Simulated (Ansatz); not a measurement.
CH4O2Se, SMILES OC(O)[SeH]: an atomisation energy, run with Ansatz 0.2.0, Python API.

`run_tae.py`
```python
"""Atomisation energy of CH4O2Se at the given geometry."""

from collections import Counter

import ansatz as az

BASIS = "cc-pVDZ"
XC = "cam_b3lyp"


def energy_of(molecule, charge=0, unpaired=0):
    calc = molecule.calculation().basis(gaussian=BASIS).functional(XC)
    if charge:
        calc = calc.charge(charge)
    if unpaired:
        calc = calc.spin("collinear", total=unpaired)
    return calc.run(threads=1, pin="off").report["free_energy_ev"]

molecule = (
    az.Crystal.molecule()
    .atom("O", [-0.6372, 0.8495, -0.8567])
    .atom("C", [0.1206, 0.3143, 0.1152])
    .atom("O", [1.3014, -0.0773, -0.4792])
    .atom("Se", [-0.7034, -1.2282, 0.874])
    .atom("H", [-1.4677, 1.2695, -0.4129])
    .atom("H", [0.3212, 1.0765, 0.9225])
    .atom("H", [1.9507, -0.3565, 0.2861])
    .atom("H", [-0.7935, -1.9049, -0.5048])
)

# unpaired electrons of the ground-state atoms
unpaired = {"O": 2, "C": 2, "Se": 2, "H": 1}
counts = Counter(site.symbol for site in molecule.cartesian_sites)
atom_energy = {s: energy_of(az.Crystal.molecule().atom(s, (0, 0, 0)), 0, unpaired[s]) for s in counts}
whole = energy_of(molecule, 0, 0)
for s, e in atom_energy.items():
    print(f"{s:2s} x{counts[s]}  {e:14.5f} eV")
print(f"CH4O2Se: {whole:.5f} eV")
split = sum(counts[s] * e for s, e in atom_energy.items()) - whole
print(f"atomisation energy (no zero-point term): {96.485332 * split:.1f} kJ/mol, {split / sum(counts.values()):.3f} eV an atom")
```

What does it cost to take this molecule apart into atoms?

2644.9 kJ/mol from the electronic energies, without the zero-point term.

The run itself:

```console
$ python run_tae.py
O  x2     -2042.07574 eV
C  x1     -1029.38945 eV
Se x1    -65350.51409 eV
H  x4       -13.54839 eV
CH4O2Se: -70545.66076 eV
atomisation energy (no zero-point term): 2644.9 kJ/mol, 3.427 eV an atom
```

Caveats:
- The settings weren't tested for convergence.
- The geometry is a force-field or estimated start, not a minimum of this method, and the basis set is short of its limit. All parts are taken at fixed geometry, without zero-point energy.
- The spin-orbit lowering of heavy atoms is left out.
- The whole script took 5.3 s on 1 thread of Arm Neoverse V1, on a shared host, peak memory 0.26 GiB.
